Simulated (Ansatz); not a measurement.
# PtSe2: the cost of one run

Method: DFT PBE+D3(BJ), spin-orbit coupling, plane waves, PAW, in Ansatz 0.2.0.

The COD entry's cell or inner coordinates are ideal or old and differ from later refinements, so a difference from it is no clean test against experiment.

6 further runs of the same task are left out: 1 that didn't finish, 5 set aside as unsound or not needed. Runs told in other sessions of the task aren't counted.

## 1. The system as given

It takes space group P-3m1 (No. 164, trigonal). The conventional cell has a = 3.707 Å, b = 3.707 Å, c = 31.122 Å, α = 90.00°, β = 90.00°, γ = 120.00°. Se (site symmetry 3m) is surrounded by 3 Pt at 2.52 Å. Around Pt (site symmetry -3m) lie 6 Se at 2.52 Å.

As a file:

```
Se Pt
1.0
     3.70687    0.00000    0.00000
    -1.85343    3.21024    0.00000
     0.00000    0.00000   31.12162
Se Pt
2 1
Direct
  0.66667 0.33333 0.45743
  0.33333 0.66667 0.54257
  0.00000 0.00000 0.50000
```

The sheet was relaxed beforehand at this level: -23463.2466 eV a cell, gap on the mesh 1.38 eV, ionisation potential 5.65 eV, electron affinity 4.27 eV.

## 2. Level of theory: PBE+D3(BJ) with spin-orbit coupling

The sheet is isolated along c: the input cuts the Coulomb interaction between periodic copies.

Input file input.yaml:

```yaml
crystal:
  lattice:
    - [3.7068661351, 0.0, 0.0]
    - [-1.8534330675, 3.2102402414, 0.0]
    - [0.0, 0.0, 31.1216233429]
  atoms:
    - { symbol: Se, position: [0.6666666667, 0.3333333333, 0.4574342816] }
    - { symbol: Pt, position: [0.0, 0.0, 0.5] }
    - { symbol: Se, position: [0.3333333333, 0.6666666667, 0.5425657184] }
  periodic: [true, true, false]
basis:
  ecutwfc: 420
kpoints:
  mp_grid: { grid: [12, 12, 1] }
  band_path:
    path:
      - [0, 0, 0]
      - [0.5, 0, 0]
      - [0.3333333333333, 0.3333333333333, 0]
      - [0, 0, 0]
    npoints: 16
hamiltonian:
  xc: pbe
  dispersion: d3bj
scf:
  occupations: { method: gaussian, width: 0.02 }
output:
  forces: true
  stress: true
  eigenvalues: true
  populations: true
  write_density: true
  write_potential: true
  elf: true
  volumetric_format: npy
magnetization:
  noncollinear: true
  spin_orbit: true
```

Command:

```console
$ ansatz run input.yaml --threads 2 --pin off --max-ram 5120MiB --backend cpu --events-out ev --progress --plain --runs-dir out
```

What time and memory should one allow on 2 threads of Arm Neoverse V2, shared host?

About 2.9 min, with a peak of 1.8 GiB.
